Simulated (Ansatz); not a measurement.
# CHBGe+ (doublet): from Hartree-Fock to the top rungs, cc-pVTZ

One table from this session's results is given with a row withheld; the runs are named, their logs left out.

Method: cc-pVTZ, core rule «outside noble gas», up to 16 orbitals frozen; program: Ansatz 0.2.0, Gaussian basis.

Plan: UHF; CCSD(T) on ROHF; CCSD(T) on UHF; BCCD(T) on ROHF; CCSDT(Q) on ROHF; CCSDT(Q) on UHF.

3 further runs of the same task are left out: 3 set aside as unsound or not needed. Runs told in other sessions of the task aren't counted.

### The geometry

The geometry is a PBE0/def2-TZVP stationary point (not a proven minimum) of the parent state, kept for this charge and spin. No spin-orbit coupling is included. The filled d shell of Ge may be among the frozen orbitals whatever the setting's name suggests.

4 atoms, charge 1, spin multiplicity 2.

Atoms are counted from 1 here; the program's logs count them from 0.

Bond lengths: C1–B2 1.337 Å, C1–H4 1.072 Å, B2–Ge3 1.912 Å. Angles: B2–C1–H4 180.0°, C1–B2–Ge3 180.0°.

As a file:

```xyz
4
charge 1, multiplicity 2
C     0.0000    0.0000    0.8784
B     0.0000    0.0000   -0.4587
Ge    0.0000    0.0000   -2.3704
H     0.0000    0.0000    1.9506
```

Set-up of the first run:

Input file in.yaml:

```yaml
crystal:
  periodic: [false, false, false]
  atoms:
    - {symbol: C, position_ang: [0.000000, 0.000000, 0.878425]}
    - {symbol: B, position_ang: [0.000000, 0.000000, -0.458675]}
    - {symbol: Ge, position_ang: [0.000000, 0.000000, -2.370375]}
    - {symbol: H, position_ang: [0.000000, 0.000000, 1.950625]}
basis:
  gaussian: {orbitals: cc-pVTZ}
total_charge: 1
magnetization: {spin_polarized: true, initial_magnetization: 1}
hamiltonian: {xc: hf}
output: {orbitals: {seedname: orbitals}}
```

On the command line:

```
ansatz run in.yaml --threads 1 --pin off --events-out ev --progress --plain --max-ram 4096MiB --backend cpu
```

Among the steps run: UHF; CCSD(T) on ROHF; CCSD(T) on UHF; BCCD(T) on ROHF; CCSDT(Q) on ROHF; CCSDT(Q) on UHF.

One of the session's tables, all rows but one given; the rest of the session is left out.

```
   method  from RCCSDT(Q) (kcal/mol)
     ROHF                    +206.39
     RMP2                     +32.67
     UMP2                     +44.19
    RCCSD                     +12.26
    UCCSD                     +13.10
 RCCSD(T)                          ?
 UCCSD(T)                      +2.67
  BCCD(T)                      +1.89
   RCCSDT                      +0.91
   UCCSDT                      +1.01
RCCSDT(Q)                          0
UCCSDT(Q)                      -0.15
```

**Question.** Estimate the row for RCCSD(T).

The run gave: from RCCSDT(Q) (kcal/mol): +1.90. In the column «from RCCSDT(Q) (kcal/mol)» it lies between BCCD(T) (+1.89) and UCCSD(T) (+2.67).

Left out of the table: UHF (another determinant or state than the rows shown).

Limits of these values: The determinant of HF (⟨S²⟩ 1.49) is far from a pure spin state, so its energy mixes those of several spin states; that is harmless only where they are near-degenerate. Restricted and unrestricted rows rest on different reference determinants; a gap between their highest levels can come from leftover correlation error, from unlike frozen cores or from another state.
